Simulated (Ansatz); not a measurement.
# BBrClH3 (built from SMILES BCl.Br): a barrier at many levels of theory, part 2 of 3

Ansatz 0.2.0, Gaussian basis. The steps go on from the part before.

## 8. B3LYP-D4/def2-TZVPP

The inputs:

r/in.yaml

```yaml
crystal:
  periodic: [false, false, false]
  atoms:
    - {symbol: B, position_ang: [-0.503868, -0.437578, -0.773634]}
    - {symbol: Cl, position_ang: [1.017357, -0.116215, -1.573021]}
    - {symbol: H, position_ang: [-0.651073, -1.503717, -0.268063]}
    - {symbol: H, position_ang: [-1.363929, 0.378077, -0.868125]}
    - {symbol: H, position_ang: [1.396043, 1.004866, 1.493242]}
    - {symbol: Br, position_ang: [0.105369, 0.674466, 1.989699]}
basis:
  gaussian: {orbitals: def2-TZVPP}
hamiltonian: {xc: {name: B3LYP}, dispersion: d4}
```

ts/in.yaml

```yaml
crystal:
  periodic: [false, false, false]
  atoms:
    - {symbol: B, position_ang: [-0.488332, -0.272038, -0.272630]}
    - {symbol: Cl, position_ang: [1.273788, 0.161062, -1.007027]}
    - {symbol: H, position_ang: [-0.598541, -1.448019, -0.157649]}
    - {symbol: H, position_ang: [-1.310808, 0.432472, -0.757866]}
    - {symbol: H, position_ang: [1.152416, 0.598313, 0.506655]}
    - {symbol: Br, position_ang: [-0.028623, 0.528110, 1.688617]}
basis:
  gaussian: {orbitals: def2-TZVPP}
hamiltonian: {xc: {name: B3LYP}, dispersion: d4}
```

p/in.yaml

```yaml
crystal:
  periodic: [false, false, false]
  atoms:
    - {symbol: B, position_ang: [-0.907662, -0.322566, 0.068694]}
    - {symbol: Cl, position_ang: [1.654177, 0.273561, -1.103112]}
    - {symbol: H, position_ang: [-0.692253, -1.474719, -0.118818]}
    - {symbol: H, position_ang: [-1.405645, 0.411981, -0.719635]}
    - {symbol: H, position_ang: [1.971967, 0.763020, 0.037435]}
    - {symbol: Br, position_ang: [-0.620684, 0.348622, 1.835535]}
basis:
  gaussian: {orbitals: def2-TZVPP}
hamiltonian: {xc: {name: B3LYP}, dispersion: d4}
```

Each run has its own folder and the same command.

Started as:

```
ansatz run in.yaml --threads 2 --pin off --events-out ev --progress --plain --max-ram 4352MiB
```

Output in r, cut to the lines that bear on the results:

```text
Functional definition: B3LYP
  name "B3LYP"
  cite "Stephens, Devlin, Chabalowski & Frisch, J. Phys. Chem. 98, 11623 (1994) doi:10.1021/j100096a001"
  cite "Becke, Phys. Rev. A 38, 3098 (1988) doi:10.1103/PhysRevA.38.3098"
  cite "Lee, Yang & Parr, Phys. Rev. B 37, 785 (1988) doi:10.1103/PhysRevB.37.785"
  cite "Vosko, Wilk & Nusair, Can. J. Phys. 58, 1200 (1980) doi:10.1139/p80-159"
[...]
1072 factors; their error is unknown
[...]
mean field -83296.79740386 eV, -3061.1008439947 hartree, gradient 3.3e-5 eV, S^2 0.000000; 0 other end points of the search recorded, 0 dependent functions left out
reference -83296.79765184 eV, -3061.1008531079 hartree; 30, 30 occupied and 133, 133 virtual orbitals, 1072 factors
Total energy: -83296.96852039 eV, -3061.1071324112 hartree
```

Log of ts, cut to the lines that bear on the results:

```text
[... 6 set-up lines as earlier in the session ...]
[...]
1072 factors; their error is unknown
[...]
mean field -83296.08516776 eV, -3061.0746698007 hartree, gradient 6.1e-5 eV, S^2 0.000000; 0 other end points of the search recorded, 0 dependent functions left out
reference -83296.08540508 eV, -3061.0746785222 hartree; 30, 30 occupied and 133, 133 virtual orbitals, 1072 factors
Total energy: -83296.29424457 eV, -3061.0823532320 hartree
```

Log of p, cut to the lines that bear on the results:

```text
[... 6 set-up lines as earlier in the session ...]
[...]
1072 factors; their error is unknown
[...]
mean field -83296.68992337 eV, -3061.0968941597 hartree, gradient 3.6e-5 eV, S^2 0.000000; 0 other end points of the search recorded, 0 dependent functions left out
reference -83296.69016882 eV, -3061.0969031798 hartree; 30, 30 occupied and 133, 133 virtual orbitals, 1072 factors
Total energy: -83296.86572763 eV, -3061.1033548470 hartree
```

They took 6.5 s (r), 6.5 s (ts), 9 s (p) on 2 threads, shared host; peak memory 0.4 GiB.

This gives 65.1 kJ/mol for the barrier and +9.9 kJ/mol for the step.

## 9. r2SCAN0-D4/def2-TZVPP

Each input of step 8 (r, ts, p) changes in the same lines:

```diff
-hamiltonian: {xc: {name: B3LYP}, dispersion: d4}
+hamiltonian: {xc: {name: r2SCAN0}, dispersion: d4}
```

Each run has its own folder and the same command.

Started as:

```
ansatz run in.yaml --threads 2 --pin off --events-out ev --progress --plain --max-ram 4352MiB
```

r printed, cut to the lines that bear on the results:

```text
Functional definition: r2SCAN0
  name "r2SCAN0"
  cite "Bursch, Neugebauer, Ehlert & Grimme, J. Chem. Phys. 156, 134105 (2022) doi:10.1063/5.0086040"
[... 3 set-up lines as earlier in the session ...]
[...]
1084 factors; their error is unknown
[...]
mean field -83293.39408967 eV, -3060.9757745052 hartree, gradient 4.6e-5 eV, S^2 0.000000; 0 other end points of the search recorded, 0 dependent functions left out
reference -83293.39409803 eV, -3060.9757748122 hartree; 30, 30 occupied and 133, 133 virtual orbitals, 1084 factors
Total energy: -83293.42439574 eV, -3060.9768882325 hartree
```

Output in ts, cut to the lines that bear on the results:

```text
[... 6 set-up lines as earlier in the session ...]
[...]
1084 factors; their error is unknown
[...]
mean field -83292.84082679 eV, -3060.9554424692 hartree, gradient 6.0e-5 eV, S^2 0.000000; 0 other end points of the search recorded, 0 dependent functions left out
reference -83292.84083451 eV, -3060.9554427529 hartree; 30, 30 occupied and 133, 133 virtual orbitals, 1084 factors
Total energy: -83292.87362859 eV, -3060.9566479130 hartree
```

p printed, cut to the lines that bear on the results:

```text
[... 6 set-up lines as earlier in the session ...]
[...]
1084 factors; their error is unknown
[...]
mean field -83293.30645733 eV, -3060.9725540759 hartree, gradient 3.9e-5 eV, S^2 0.000000; 0 other end points of the search recorded, 0 dependent functions left out
reference -83293.30646559 eV, -3060.9725543797 hartree; 30, 30 occupied and 133, 133 virtual orbitals, 1084 factors
Total energy: -83293.33708245 eV, -3060.9736795285 hartree
```

Wall times: 11 s (r), 12 s (ts), 12 s (p) on 2 threads, shared host; peak memory 0.41 GiB.

Barrier 53.1 kJ/mol; end less start +8.4 kJ/mol.

## 10. BHLYP-D4/def2-TZVPP

Each input of step 9 (r, ts, p) changes in the same lines:

```diff
-hamiltonian: {xc: {name: r2SCAN0}, dispersion: d4}
+hamiltonian: {xc: {name: BHLYP}, dispersion: d4}
```

Each run has its own folder and the same command.

Started as:

```
ansatz run in.yaml --threads 2 --pin off --events-out ev --progress --plain --max-ram 4352MiB
```

r printed, cut to the lines that bear on the results:

```text
Functional definition: BHLYP
  name "BHLYP"
  cite "Becke, J. Chem. Phys. 98, 1372 (1993) doi:10.1063/1.464304"
[... 2 set-up lines as earlier in the session ...]
[...]
1185 factors; their error is unknown
[...]
mean field -83294.74793638 eV, -3061.0255274541 hartree, gradient 4.5e-5 eV, S^2 0.000000; 0 other end points of the search recorded, 0 dependent functions left out
reference -83294.74810607 eV, -3061.0255336901 hartree; 30, 30 occupied and 133, 133 virtual orbitals, 1185 factors
Total energy: -83294.88529418 eV, -3061.0305752601 hartree
```

Log of ts, cut to the lines that bear on the results:

```text
[... 5 set-up lines as earlier in the session ...]
[...]
1185 factors; their error is unknown
[...]
mean field -83293.84595145 eV, -3060.9923801191 hartree, gradient 6.8e-5 eV, S^2 0.000000; 0 other end points of the search recorded, 0 dependent functions left out
reference -83293.84611400 eV, -3060.9923860928 hartree; 30, 30 occupied and 133, 133 virtual orbitals, 1185 factors
Total energy: -83294.01317138 eV, -3060.9985253382 hartree
```

Output in p, cut to the lines that bear on the results:

```text
[... 5 set-up lines as earlier in the session ...]
[...]
1185 factors; their error is unknown
[...]
mean field -83294.64525757 eV, -3061.0217540772 hartree, gradient 4.8e-5 eV, S^2 0.000000; 0 other end points of the search recorded, 0 dependent functions left out
reference -83294.64542588 eV, -3061.0217602625 hartree; 30, 30 occupied and 133, 133 virtual orbitals, 1185 factors
Total energy: -83294.78684004 eV, -3061.0269571371 hartree
```

Wall times: 7 s (r), 7 s (ts), 5.5 s (p) on 2 threads, shared host.

Barrier 84.1 kJ/mol; end less start +9.5 kJ/mol.

## 11. CAM-B3LYP-D4/def2-TZVPP

Each input of step 10 (r, ts, p) changes in the same lines:

```diff
-hamiltonian: {xc: {name: BHLYP}, dispersion: d4}
+hamiltonian: {xc: {name: CAM-B3LYP}, dispersion: d4}
```

Each run has its own folder and the same command.

Started as:

```
ansatz run in.yaml --threads 2 --pin off --events-out ev --progress --plain --max-ram 4352MiB
```

Log of r, cut to the lines that bear on the results:

```text
Functional definition: CAM-B3LYP
  name "CAM-B3LYP"
  cite "Yanai, Tew & Handy, Chem. Phys. Lett. 393, 51 (2004) doi:10.1016/j.cplett.2004.06.011"
  cite "Iikura, Tsuneda, Yanai & Hirao, J. Chem. Phys. 115, 3540 (2001) doi:10.1063/1.1383587"
[... 2 set-up lines as earlier in the session ...]
[...]
1072 factors; their error is unknown
220 factors; integrals over basis functions are off by at most 3.4e-5 eV
[...]
mean field -83298.61209459 eV, -3061.1675326492 hartree, gradient 6.2e-5 eV, S^2 0.000000; 0 other end points of the search recorded, 0 dependent functions left out
reference -83298.61221544 eV, -3061.1675370901 hartree; 30, 30 occupied and 133, 133 virtual orbitals, 1072 factors
Total energy: -83298.70534404 eV, -3061.1709595032 hartree
```

Log of ts, cut to the lines that bear on the results:

```text
[... 6 set-up lines as earlier in the session ...]
[...]
1072 factors; their error is unknown
219 factors; integrals over basis functions are off by at most 1.9e-5 eV
[...]
mean field -83297.86013813 eV, -3061.1398987588 hartree, gradient 6.5e-5 eV, S^2 0.000000; 0 other end points of the search recorded, 0 dependent functions left out
reference -83297.86025386 eV, -3061.1399030118 hartree; 30, 30 occupied and 133, 133 virtual orbitals, 1072 factors
Total energy: -83297.96756493 eV, -3061.1438466207 hartree
```

Output in p, cut to the lines that bear on the results:

```text
[... 6 set-up lines as earlier in the session ...]
[...]
1072 factors; their error is unknown
220 factors; integrals over basis functions are off by at most 2.3e-5 eV
[...]
mean field -83298.49951145 eV, -3061.1633952950 hartree, gradient 4.1e-5 eV, S^2 0.000000; 0 other end points of the search recorded, 0 dependent functions left out
reference -83298.49963121 eV, -3061.1633996961 hartree; 30, 30 occupied and 133, 133 virtual orbitals, 1072 factors
Total energy: -83298.59465352 eV, -3061.1668917015 hartree
```

Wall times: 8.5 s (r), 8 s (ts), 7.5 s (p) on 2 threads, shared host; peak memory 0.44 GiB.

Barrier 71.2 kJ/mol; end less start +10.7 kJ/mol.

## 12. wB97X-V/def2-TZVPP

Each input of step 11 (r, ts, p) changes in the same lines:

```diff
-hamiltonian: {xc: {name: CAM-B3LYP}, dispersion: d4}
+hamiltonian: {xc: {name: wB97X-V}}
```

The same command starts each run, in its folder.

Started as:

```
ansatz run in.yaml --threads 2 --pin off --events-out ev --progress --plain --max-ram 4352MiB
```

Log of r, cut to the lines that bear on the results:

```text
Functional definition: wB97X-V
  name "wB97X-V"
  cite "Mardirossian & Head-Gordon, Phys. Chem. Chem. Phys. 16, 9904 (2014) doi:10.1039/C3CP54374A"
[... 2 set-up lines as earlier in the session ...]
[...]
      + integral(e_c_pw_opposite_spin*poly(b97_u_opposite, cos0, cos1)) + vv10(b, c)
1069 factors; their error is unknown
201 factors; integrals over basis functions are off by at most 3.5e-5 eV
[...]
mean field -83286.91018791 eV, -3060.7374955102 hartree, gradient 2.8e-5 eV, S^2 0.000000; 0 other end points of the search recorded, 0 dependent functions left out
reference -83286.91018612 eV, -3060.7374954444 hartree; 30, 30 occupied and 133, 133 virtual orbitals, 1069 factors
Total energy: -83286.91018612 eV, -3060.7374954444 hartree
```

Output in ts, cut to the lines that bear on the results:

```text
[... 5 set-up lines as earlier in the session ...]
[...]
      + integral(e_c_pw_opposite_spin*poly(b97_u_opposite, cos0, cos1)) + vv10(b, c)
1069 factors; their error is unknown
202 factors; integrals over basis functions are off by at most 3.2e-5 eV
[...]
mean field -83286.19016881 eV, -3060.7110352965 hartree, gradient 2.1e-5 eV, S^2 0.000000; 0 other end points of the search recorded, 0 dependent functions left out
reference -83286.19016715 eV, -3060.7110352356 hartree; 30, 30 occupied and 133, 133 virtual orbitals, 1069 factors
Total energy: -83286.19016715 eV, -3060.7110352356 hartree
```

p printed, cut to the lines that bear on the results:

```text
[... 5 set-up lines as earlier in the session ...]
[...]
      + integral(e_c_pw_opposite_spin*poly(b97_u_opposite, cos0, cos1)) + vv10(b, c)
1069 factors; their error is unknown
202 factors; integrals over basis functions are off by at most 3.9e-5 eV
[...]
mean field -83286.81360366 eV, -3060.7339461048 hartree, gradient 2.6e-5 eV, S^2 0.000000; 0 other end points of the search recorded, 0 dependent functions left out
reference -83286.81360192 eV, -3060.7339460406 hartree; 30, 30 occupied and 133, 133 virtual orbitals, 1069 factors
Total energy: -83286.81360192 eV, -3060.7339460406 hartree
```

They took 18 s (r), 19 s (ts), 17 s (p) on 2 threads, shared host; peak memory 0.48 GiB.

At this level: barrier 69.5 kJ/mol, step energy +9.3 kJ/mol.

## 13. wB97M-V/def2-TZVPP

Each input of step 12 (r, ts, p) changes in the same lines:

```diff
-hamiltonian: {xc: {name: wB97X-V}}
+hamiltonian: {xc: {name: wB97M-V}}
```

One command serves all of them, each in its own folder.

Started as:

```
ansatz run in.yaml --threads 2 --pin off --events-out ev --progress --plain --max-ram 4352MiB
```

r printed, cut to the lines that bear on the results:

```text
Functional definition: wB97M-V
  name "wB97M-V"
  cite "Mardirossian & Head-Gordon, J. Chem. Phys. 144, 214110 (2016) doi:10.1063/1.4952647"
[... 2 set-up lines as earlier in the session ...]
  # Of w^i u^j: cxij and so on, Table III.
[...]
  gx(w, u) = 1 - cx + cx01*u + cx10*w
[...]
      + integral(e_c_pw_mod_opposite_spin*gos(b97_w_opposite, b97_u_opposite)) + vv10(b, c)
1064 factors; their error is unknown
201 factors; integrals over basis functions are off by at most 3.5e-5 eV
[...]
mean field -83290.15945121 eV, -3060.8569037341 hartree, gradient 3.4e-5 eV, S^2 0.000000; 0 other end points of the search recorded, 0 dependent functions left out
reference -83290.15949496 eV, -3060.8569053422 hartree; 30, 30 occupied and 133, 133 virtual orbitals, 1064 factors
Total energy: -83290.15949496 eV, -3060.8569053422 hartree
```

Log of ts, cut to the lines that bear on the results:

```text
[... 5 set-up lines as earlier in the session ...]
  # Of w^i u^j: cxij and so on, Table III.
[...]
  gx(w, u) = 1 - cx + cx01*u + cx10*w
[...]
      + integral(e_c_pw_mod_opposite_spin*gos(b97_w_opposite, b97_u_opposite)) + vv10(b, c)
1064 factors; their error is unknown
202 factors; integrals over basis functions are off by at most 3.2e-5 eV
[...]
mean field -83289.47657769 eV, -3060.8318085953 hartree, gradient 2.1e-5 eV, S^2 0.000000; 0 other end points of the search recorded, 0 dependent functions left out
reference -83289.47661834 eV, -3060.8318100891 hartree; 30, 30 occupied and 133, 133 virtual orbitals, 1064 factors
Total energy: -83289.47661834 eV, -3060.8318100891 hartree
```

Output in p, cut to the lines that bear on the results:

```text
[... 5 set-up lines as earlier in the session ...]
  # Of w^i u^j: cxij and so on, Table III.
[...]
  gx(w, u) = 1 - cx + cx01*u + cx10*w
[...]
      + integral(e_c_pw_mod_opposite_spin*gos(b97_w_opposite, b97_u_opposite)) + vv10(b, c)
1064 factors; their error is unknown
202 factors; integrals over basis functions are off by at most 3.9e-5 eV
[...]
mean field -83290.06373627 eV, -3060.8533862750 hartree, gradient 2.2e-5 eV, S^2 0.000000; 0 other end points of the search recorded, 0 dependent functions left out
reference -83290.06377907 eV, -3060.8533878477 hartree; 30, 30 occupied and 133, 133 virtual orbitals, 1064 factors
Total energy: -83290.06377907 eV, -3060.8533878477 hartree
```

Wall times: 21 s (r), 20 s (ts), 20 s (p) on 2 threads, shared host; peak memory 0.49 GiB.

At this level: barrier 65.9 kJ/mol, step energy +9.2 kJ/mol.

## 14. B2PLYP/def2-TZVPP

The same edit goes into each in.yaml of step 13 (r, ts, p):

```diff
-hamiltonian: {xc: {name: wB97M-V}}
+hamiltonian: {xc: {name: B2PLYP}}
```

One command serves all of them, each in its own folder.

Started as:

```
ansatz run in.yaml --threads 2 --pin off --events-out ev --progress --plain --max-ram 4352MiB
```

Output in r, cut to the lines that bear on the results:

```text
Functional definition: B2PLYP
  name "B2PLYP"
  cite "Grimme, J. Chem. Phys. 124, 034108 (2006) doi:10.1063/1.2148954"
[... 2 set-up lines as earlier in the session ...]
[...]
990 factors; integrals over basis functions are off by at most 8.8e-4 eV
[...]
mean field -83275.38372423 eV, -3060.3139057829 hartree, gradient 5.6e-6 eV, S^2 0.000000; 0 other end points of the search recorded, 0 dependent functions left out
15 core orbitals not correlated: weight in the atoms' cores, before any rotation towards them, 1.000 or more for the frozen orbitals, at most 0.000 for the correlated occupied ones
reference -83275.38388276 eV, -3060.3139116088 hartree; 15, 15 occupied and 133, 133 virtual orbitals, 990 factors
second order -19.23413427 eV of doubles, -0.00000000 eV of singles
Total energy: -83280.57709901 eV, -3060.5047587860 hartree
```

Output in ts, cut to the lines that bear on the results:

```text
[... 5 set-up lines as earlier in the session ...]
[...]
999 factors; integrals over basis functions are off by at most 1.3e-3 eV
[...]
mean field -83274.38322446 eV, -3060.2771380947 hartree, gradient 4.7e-6 eV, S^2 0.000000; 0 other end points of the search recorded, 0 dependent functions left out
15 core orbitals not correlated: weight in the atoms' cores, before any rotation towards them, 1.000 or more for the frozen orbitals, at most 0.000 for the correlated occupied ones
reference -83274.38337639 eV, -3060.2771436779 hartree; 15, 15 occupied and 133, 133 virtual orbitals, 999 factors
second order -20.32026353 eV of doubles, -0.00000000 eV of singles
Total energy: -83279.86984754 eV, -3060.4787677739 hartree
```

p printed, cut to the lines that bear on the results:

```text
[... 5 set-up lines as earlier in the session ...]
[...]
989 factors; integrals over basis functions are off by at most 1.0e-3 eV
[...]
mean field -83275.28015378 eV, -3060.3100996392 hartree, gradient 5.0e-6 eV, S^2 0.000000; 0 other end points of the search recorded, 0 dependent functions left out
15 core orbitals not correlated: weight in the atoms' cores, before any rotation towards them, 1.000 or more for the frozen orbitals, at most 0.000 for the correlated occupied ones
reference -83275.28031101 eV, -3060.3101054174 hartree; 15, 15 occupied and 133, 133 virtual orbitals, 989 factors
second order -19.27338130 eV of doubles, -0.00000000 eV of singles
Total energy: -83280.48412396 eV, -3060.5013420161 hartree
```

They took 13 s (r), 13 s (ts), 12 s (p) on 2 threads, shared host.

Barrier 68.2 kJ/mol; end less start +9.0 kJ/mol.

## 15. PBE-QIDH/def2-TZVPP

Each input of step 14 (r, ts, p) changes in the same lines:

```diff
-hamiltonian: {xc: {name: B2PLYP}}
+hamiltonian: {xc: {name: PBE-QIDH}}
```

Each run has its own folder and the same command.

Started as:

```
ansatz run in.yaml --threads 2 --pin off --events-out ev --progress --plain --max-ram 4352MiB
```

r printed, cut to the lines that bear on the results:

```text
Functional definition: PBE-QIDH
  name "PBE-QIDH"
  cite "Brémond, Sancho-García, Pérez-Jiménez & Adamo, J. Chem. Phys. 141, 031101 (2014) doi:10.1063/1.4890314"
[... 1 set-up line as earlier in the session ...]
[...]
990 factors; integrals over basis functions are off by at most 8.8e-4 eV
[...]
mean field -83265.28401900 eV, -3059.9427484618 hartree, gradient 7.2e-6 eV, S^2 0.000000; 0 other end points of the search recorded, 0 dependent functions left out
15 core orbitals not correlated: weight in the atoms' cores, before any rotation towards them, 1.000 or more for the frozen orbitals, at most 0.000 for the correlated occupied ones
reference -83265.28403071 eV, -3059.9427488920 hartree; 15, 15 occupied and 133, 133 virtual orbitals, 990 factors
second order -17.94752047 eV of doubles, -0.00000000 eV of singles
Total energy: -83271.26653754 eV, -3060.1626019627 hartree
```

Log of ts, cut to the lines that bear on the results:

```text
[... 4 set-up lines as earlier in the session ...]
[...]
999 factors; integrals over basis functions are off by at most 1.3e-3 eV
[...]
mean field -83264.38225795 eV, -3059.9096093542 hartree, gradient 4.6e-6 eV, S^2 0.000000; 0 other end points of the search recorded, 0 dependent functions left out
15 core orbitals not correlated: weight in the atoms' cores, before any rotation towards them, 1.000 or more for the frozen orbitals, at most 0.000 for the correlated occupied ones
reference -83264.38226899 eV, -3059.9096097599 hartree; 15, 15 occupied and 133, 133 virtual orbitals, 999 factors
second order -18.92258645 eV of doubles, -0.00000000 eV of singles
Total energy: -83270.68979780 eV, -3060.1414071685 hartree
```

p printed, cut to the lines that bear on the results:

```text
[... 4 set-up lines as earlier in the session ...]
[...]
989 factors; integrals over basis functions are off by at most 1.0e-3 eV
[...]
mean field -83265.19502641 eV, -3059.9394780442 hartree, gradient 2.2e-6 eV, S^2 0.000000; 0 other end points of the search recorded, 0 dependent functions left out
15 core orbitals not correlated: weight in the atoms' cores, before any rotation towards them, 1.000 or more for the frozen orbitals, at most 0.000 for the correlated occupied ones
reference -83265.19503802 eV, -3059.9394784709 hartree; 15, 15 occupied and 133, 133 virtual orbitals, 989 factors
second order -17.98233966 eV of doubles, -0.00000000 eV of singles
Total energy: -83271.18915124 eV, -3060.1597580688 hartree
```

They took 15 s (r), 13 s (ts), 12 s (p) on 2 threads, shared host.

This gives 55.6 kJ/mol for the barrier and +7.5 kJ/mol for the step.

[end of part 2 of 3]
